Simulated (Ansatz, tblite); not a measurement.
**The cluster ZnAg₆−: rung by rung**

One table from this session's results is given with a row withheld; the runs are named, their logs left out.

Computed with Ansatz 0.2.0, Gaussian basis. Level: as each input shows.

Plan: GFN2-xTB, PBE-D4/def2-SVP, r2SCAN-D4/def2-SVP, r2SCANh-D4/def2-SVP, LC-ωPBE/def2-SVP, MP2/def2-TZVPD, RPA/def2-TZVPD.

8 further runs of the same task are left out: 7 that didn't finish, 1 set aside as unsound or not needed. Runs told in other sessions of the task aren't counted.

## The relaxed structure

The doublet was relaxed beforehand with PBE-D4/def2-SVPD. At that level it is the lowest of the isomers that a small search found.

7 atoms, charge -1, spin multiplicity 2.

Bond lengths: Zn1–Ag2 2.621 Å, Zn1–Ag3 2.667 Å, Zn1–Ag4 2.667 Å, Zn1–Ag6 2.619 Å, Zn1–Ag7 2.688 Å, Ag2–Ag3 2.841 Å, Ag2–Ag5 2.804 Å, Ag2–Ag6 2.853 Å, Ag3–Ag4 2.928 Å, Ag3–Ag5 2.774 Å, Ag3–Ag7 2.838 Å, Ag4–Ag5 2.774 Å, Ag4–Ag6 2.842 Å, Ag4–Ag7 2.839 Å, Ag5–Ag6 2.806 Å. Angles: Ag2–Zn1–Ag3 65.0°, Ag2–Zn1–Ag4 100.1°, Ag2–Zn1–Ag6 66.0°, Ag2–Zn1–Ag7 128.7°, Ag3–Zn1–Ag4 66.6°, Ag3–Zn1–Ag6 100.1°, Ag3–Zn1–Ag7 64.0°, Ag4–Zn1–Ag6 65.0°, Ag4–Zn1–Ag7 64.0°, Ag6–Zn1–Ag7 128.7°, Zn1–Ag2–Ag3 58.3°, Zn1–Ag2–Ag5 83.5°, Zn1–Ag2–Ag6 57.0°, Ag3–Ag2–Ag5 58.9°, Ag3–Ag2–Ag6 90.8°, Ag5–Ag2–Ag6 59.5°, Zn1–Ag3–Ag2 56.7°, Zn1–Ag3–Ag4 56.7° and more.

Ag takes a core potential in the def2 sets. No spin-orbit coupling is included. The ion is computed in the gas phase, without counter-ions or solvent.

PBE0-D4/def2-SVP was run before; its log isn't repeated, and its numbers join the tables.

The first run:

Tight binding, by tblite at 300 K electronic temperature and without a spin-polarisation term:

```python
tblite.interface.Calculator('GFN2-xTB', numbers, positions, charge=-1, uhf=1).singlepoint()
```

start.molden holds the orbitals of an earlier run on this state, given as this run's starting guess.

Contents of in.yaml:

```yaml
crystal:
  periodic: [false, false, false]
  atoms:
    - {symbol: Zn, position_ang: [1.885917, -0.532252, 1.521594]}
    - {symbol: Ag, position_ang: [1.642212, -1.685581, -0.818850]}
    - {symbol: Ag, position_ang: [-0.176121, 0.313467, 0.057362]}
    - {symbol: Ag, position_ang: [-0.485540, -1.130406, 2.585695]}
    - {symbol: Ag, position_ang: [-0.906544, -2.361391, 0.136184]}
    - {symbol: Ag, position_ang: [1.343233, -3.091727, 1.644930]}
    - {symbol: Ag, position_ang: [0.492842, 1.533589, 2.530885]}
basis:
  gaussian: {orbitals: def2-SVP, initial_orbitals: start.molden}
total_charge: -1
magnetization: {spin_polarized: true, initial_magnetization: 1}
hamiltonian: {xc: pbe, dispersion: d4}
scf: {omitted_lower_state_checks: [starts]}
output: {forces: true, orbitals: {seedname: orbitals}}
```

Started as:

```bash
$ ansatz run in.yaml --threads 4 --pin off --events-out ev --progress --plain --max-ram 4787MiB
```

Among the steps run: PBE-D4/def2-SVP; r2SCAN-D4/def2-SVP; r2SCANh-D4/def2-SVP; LC-ωPBE/def2-SVP; MP2/def2-TZVPD; RPA/def2-TZVPD.

One table of the session follows, with a row left open; its other results are not shown here.

It belongs to the step «Levels side by side». 

```
              level  HOMO (eV)  LUMO (eV)  gap (eV)
    PBE-D4/def2-SVP       0.13       0.52      0.39
 r2SCAN-D4/def2-SVP      -0.01       0.74      0.75
r2SCANh-D4/def2-SVP      -0.17       0.98      1.15
   PBE0-D4/def2-SVP      -0.23       1.23      1.46
   LC-ωPBE/def2-SVP          ?          ?         ?
```

**Question.** Estimate the row for LC-ωPBE/def2-SVP.

**Answer.** HOMO (eV): -1.64; LUMO (eV): 2.98; gap (eV): 4.62. In the column «HOMO (eV)» it is the lowest.
